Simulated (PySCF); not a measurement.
# H12O4Si4Zr (Zr(OSiH3)4): the cost of one run

The runs use PySCF 2.14.0, with density-fitted response routines of our own; the level of theory stands in each step. All values are computed, except where a source is named. Atoms are numbered from 0 throughout.

### 1 The starting structure

21 atoms, charge 0, multiplicity 1; geometry from: GFN2-xTB. The atoms were then displaced at random by about 0.03 Å, so the start is not that level's minimum.

Bonds of the start (Å): Zr0–O1 1.89, Zr0–O6 1.89, Zr0–O11 2.00, Zr0–O16 1.88, O1–Si2 1.58, Si2–H3 1.55, Si2–H4 1.44, Si2–H5 1.52, O6–Si7 1.63, Si7–H8 1.41, Si7–H9 1.44, Si7–H10 1.56, O11–Si12 1.58, Si12–H13 1.46, Si12–H14 1.45, Si12–H15 1.61, O16–Si17 1.65, Si17–H18 1.48, Si17–H19 1.47, Si17–H20 1.52.

### 2 Relaxing the molecule at PBE0-D3(BJ)/def2-SVP

The job: settings as JSON, then the geometry in Å.

```
{"job": {"xc": "PBE0", "basis": "def2-SVP", "d3": "d3bj", "grid": 1, "maxiter": 40, "shake": 0.03, "kind": "geom"}, "charge": 0, "multiplicity": 1}
Zr     0.063070    -0.085170     0.013550
O      0.262970    -0.016320     1.893020
Si     0.502420    -1.442250     2.530620
H      1.073870    -2.392450     1.450370
H     -0.651610    -1.955870     3.222200
H      1.647150    -1.279890     3.524480
O      1.788340    -0.166730    -0.750110
Si     1.977210     0.410800    -2.258420
H      2.765290    -0.535160    -2.940700
H      2.578350     1.713850    -2.202050
H      0.534150     0.479920    -2.857750
O     -0.998970     1.576760    -0.345470
Si    -0.286270     2.982910    -0.409370
H     -1.060950     3.985690     0.322160
H      0.044440     3.356560    -1.770140
H      1.102790     2.794240     0.381840
O     -1.005470    -1.408430    -0.780260
Si    -2.320390    -1.891190     0.083880
H     -2.644000    -0.847200     1.074820
H     -2.090620    -3.162480     0.780410
H     -3.468510    -2.101610    -0.892670
```

Command:

```
> OMP_NUM_THREADS=1 python probes_run.py task.json out
```

The driver reads the jobs from task.json and runs them one after another.

**Question.** How long does this first job take on 1 thread of Intel Xeon at 2.50GHz, shared host, and how much memory does it need?

About 27 min, with a peak of 1.3 GiB.
